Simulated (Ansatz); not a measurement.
# C2H9BO2Si: up Jacob's ladder to CCSD(T)

An exercise on one series of results from a longer session: the logs are not shown, and one member is left open.

Computed with Ansatz 0.2.0, Gaussian basis. Level: functionals in def2-TZVPP, the program's frozen cores in correlated methods.

The runs, in order: PBE-D4, r2SCAN-D4, PBE0-D4, B3LYP-D4, ωB97X-V, ωB97M-V, B2PLYP; CCSD(T)/def2-TZVPP; MP2/def2-QZVPP; extrapolation to the limit.

### Structure used throughout

The geometry comes from an earlier relaxation with PBE0-D4 in a triple-zeta def2 set; it is a stationary point, not always the lowest conformer.

SMILES `COB(C)O[SiH3]`, 15 atoms, charge 0, spin multiplicity 1.

Atoms are counted from 1 here; the program's logs count them from 0.

Bond lengths: C1–O2 1.412 Å, C1–H7 1.091 Å, C1–H8 1.092 Å, C1–H9 1.093 Å, O2–B3 1.355 Å, B3–C4 1.571 Å, B3–O5 1.374 Å, C4–H10 1.095 Å, C4–H11 1.095 Å, C4–H12 1.090 Å, O5–Si6 1.644 Å, Si6–H13 1.482 Å, Si6–H14 1.486 Å, Si6–H15 1.486 Å. Angles: O2–C1–H7 111.9°, O2–C1–H8 108.5°, O2–C1–H9 109.2°, H7–C1–H8 109.4°, H7–C1–H9 109.1°, H8–C1–H9 108.6°, C1–O2–B3 123.0°, O2–B3–C4 118.8°, O2–B3–O5 119.1°, C4–B3–O5 122.1°, B3–C4–H10 111.0°, B3–C4–H11 111.0°, B3–C4–H12 112.2°, H10–C4–H11 106.2°, H10–C4–H12 108.2°, H11–C4–H12 108.2°, B3–O5–Si6 132.7°, O5–Si6–H13 107.2° and more.

The first run:

Input file in.yaml:

```yaml
crystal:
  periodic: [false, false, false]
  atoms:
    - {symbol: C, position_ang: [0.941866, -0.938711, -2.134750]}
    - {symbol: O, position_ang: [0.700757, -1.336646, -0.801564]}
    - {symbol: B, position_ang: [0.145552, -0.516669, 0.123925]}
    - {symbol: C, position_ang: [-0.081904, -1.063268, 1.578775]}
    - {symbol: O, position_ang: [-0.198001, 0.763780, -0.237328]}
    - {symbol: Si, position_ang: [-0.873298, 2.012287, 0.592078]}
    - {symbol: H, position_ang: [0.774079, 0.130126, -2.277769]}
    - {symbol: H, position_ang: [1.976040, -1.181029, -2.387126]}
    - {symbol: H, position_ang: [0.280811, -1.497601, -2.801527]}
    - {symbol: H, position_ang: [0.455748, -0.455046, 2.314261]}
    - {symbol: H, position_ang: [-1.140445, -1.012196, 1.855739]}
    - {symbol: H, position_ang: [0.248124, -2.096628, 1.685939]}
    - {symbol: H, position_ang: [-1.004533, 3.145798, -0.353507]}
    - {symbol: H, position_ang: [-2.214773, 1.634166, 1.108539]}
    - {symbol: H, position_ang: [-0.010033, 2.411628, 1.734305]}
basis:
  gaussian: {orbitals: def2-TZVPP}
hamiltonian: {xc: pbe, dispersion: d4}
output: {forces: true, orbitals: {seedname: orbitals}}
```

Run with:

```bash
$ ansatz run in.yaml --threads 2 --pin off --events-out ev --progress --plain --max-ram 32768MiB --backend cuda --devices 0, --max-vram 18GiB
```

Among the steps run: PBE-D4 (GGA); r2SCAN-D4 (meta-GGA); PBE0-D4 (hybrid); B3LYP-D4 (hybrid); ωB97X-V (range-separated); ωB97M-V (range-separated); B2PLYP (double hybrid); CCSD(T) in def2-TZVPP; MP2 in def2-QZVPP.

One of the session's tables, all rows but one given; the rest of the session is left out.

```
            method  atomisation energy (kcal/mol)
            PBE-D4                         1420.7
         r2SCAN-D4                         1409.7
           PBE0-D4                         1401.8
          B3LYP-D4                         1406.3
           ωB97X-V                              ?
           ωB97M-V                         1410.0
            B2PLYP                         1393.1
     HF/def2-TZVPP                         1062.3
    MP2/def2-TZVPP                         1393.2
   CCSD/def2-TZVPP                         1356.2
CCSD(T)/def2-TZVPP                         1372.7
           MP2/CBS                         1425.8
       CCSD(T)/CBS                         1405.3
```

Q: Estimate the row for ωB97X-V from the others.

As computed: atomisation energy (kcal/mol): 1408.3. In the column «atomisation energy (kcal/mol)» it lies between B3LYP-D4 (1406.3) and r2SCAN-D4 (1409.7).

Limits of these values: Free atoms (2 C, 2 O, 1 B, 1 Si, 9 H) were run apart at each level; the atomisation energy is their sum less the molecule, without zero-point or spin-orbit terms.
